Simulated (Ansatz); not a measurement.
Write a Python script for the Ansatz DFT code, driven from Python that makes an SCF with some post-processing of La3Ag, space group Pm-3m. Settings: r2SCAN, PAW, the default cutoff (500 eV here), 4×4×4 k-points, cold smearing of 0.3 eV, D3BJATM dispersion.

`POSCAR`
```text
La3Ag
1.0
   5.01950200    0.00000000    0.00000000
   0.00000000    5.01950200    0.00000000
   0.00000000    0.00000000    5.01950200
La Ag
3 1
Direct
   0.00000000    0.50000000    0.50000000
   0.50000000    0.00000000    0.50000000
   0.50000000    0.50000000    0.00000000
   0.00000000    0.00000000    0.00000000
```

`analyse.py`:
```python
"""One SCF of La3Ag and its post-processing."""

from pathlib import Path
import warnings

import ansatz as az
from ase.data import atomic_numbers
from ase.io import read
import numpy as np
import spglib


def main() -> None:
    warnings.simplefilter("ignore", az.DeckWarning)

    atoms = read("POSCAR", format="vasp")
    crystal = az.Crystal.from_ase(atoms)

    base = (
        crystal.calculation()
        .occupations(az.OccupationsMethod.COLD, width=300 * az.meV)
        .functional(az.Functional.R2SCAN, dispersion="d3bjatm")
        .kpoints(4, 4, 4)
        .accuracy("low")
        .stress()
        .populations()
    )
    planned = base.session().plan(threads=1)
    facts = planned.describe()
    print("plan:", facts["n_bands"], "bands,", len(facts["kpoints_frac"]), "k-points, plane waves", facts["n_pw_range"], "grid", facts["fft_dense"])
    done = planned.execute()
    r = done.report

    print("%-22s %14.5f eV" % ("F = E - TS", r["free_energy_ev"]))
    print("%-22s %14.5f eV" % ("E", r["internal_energy_ev"]))
    print("%-22s %14.5f eV" % ("Harris-Foulkes", r["harris_foulkes_ev"]))
    print("%-22s %14.5f eV" % ("Fermi level", r["fermi_energy_ev"]))

    for term in (az.EnergyTerm.SMEARING, az.EnergyTerm.DISPERSION):
        print(f"F without {term.name.lower()}: {az.free_energy_without(r, term):.5f} eV")

    spg_cell = (done.lattice.cell_ang, [s.position_frac for s in done.lattice.sites], [atomic_numbers[s.symbol] for s in done.lattice.sites])
    # the group found depends on the tolerance
    for tolerance in (1e-5, 1e-3, 1e-1):
        print(f"symprec {tolerance:g} A: {spglib.get_spacegroup(spg_cell, symprec=tolerance)}")
    print("operations used by the run:", r["n_symmetry_ops"])

    # principal values and the von Mises stress of the deviator
    principal = np.linalg.eigvalsh(np.array(r["stress_gpa"]))
    mises = np.sqrt(0.5 * sum((principal[i] - principal[i - 1]) ** 2 for i in range(3)))
    print("principal stresses (GPa, compression positive):", np.round(principal, 3))
    print(f"mean {principal.mean():.3f} GPa, von Mises {mises:.3f} GPa, PV = {principal.mean() * r['setup']['cell_volume_ang3'] / 160.21766:.4f} eV")

    files = Path(done.write_results("tables"))
    print((files / "populations.tsv").read_text())


if __name__ == "__main__":
    main()
```

Output of `python analyse.py`:
```text
plan: 32 bands, 10 k-points, plane waves [3184, 3221] grid [40, 40, 40]
F = E - TS               -26398.70376 eV
E                        -26398.76376 eV
Harris-Foulkes           -26398.70376 eV
Fermi level                  12.05558 eV
F without smearing: -26398.76376 eV
F without dispersion: -26397.98916 eV
symprec 1e-05 A: Pm-3m (221)
symprec 0.001 A: Pm-3m (221)
symprec 0.1 A: Pm-3m (221)
operations used by the run: 48
principal stresses (GPa, compression positive): [-1.283 -1.283 -1.283]
mean -1.283 GPa, von Mises 0.000 GPa, PV = -1.0126 eV
# site	symbol	l	j	q
# orbitals = lowdin
# n_electrons = 52.000000
# spilling = 0.003058
# projection_atom_La: [Kr 4d10] 4f0 5s2 5p6 5d1 6s2
0	La	0_5S	-	1.910262
0	La	0_6S	-	0.648809
0	La	1_5P	-	5.877357
0	La	2_5D	-	2.509445
0	La	3_4F	-	0.121368
1	La	0_5S	-	1.910262
1	La	0_6S	-	0.648809
1	La	1_5P	-	5.877357
1	La	2_5D	-	2.509445
1	La	3_4F	-	0.121368
2	La	0_5S	-	1.910262
2	La	0_6S	-	0.648809
2	La	1_5P	-	5.877357
2	La	2_5D	-	2.509445
2	La	3_4F	-	0.121368
3	Ag	0_4S	-	1.986521
3	Ag	0_5S	-	0.901915
3	Ag	1_4P	-	5.993925
3	Ag	2_4D	-	9.756891
```

The settings weren't tested for convergence. The negative TS is no error: cold and Methfessel-Paxton smearing have a generalised entropy. Dispersion corrections can be off by several per cent in the lattices of metals, and by several GPa in the pressure at a fixed cell. For a metal this k-point mesh is coarse: on a finer one energies can move by several to tens of meV an atom and pressures by half a GPa or more, differences at one mesh by less. Only differences from the Fermi energy are physical; the zero of the scale is a convention. This cell is a computed structure, which may not be the phase found in nature. Timing: 6.4 s on 1 thread of Intel(R) Xeon(R) Platinum 8488C (Sapphire Rapids), with other jobs on the host, peak memory 0.67 GiB.

(Lines on the test bed's own set-up are left out of the output.)
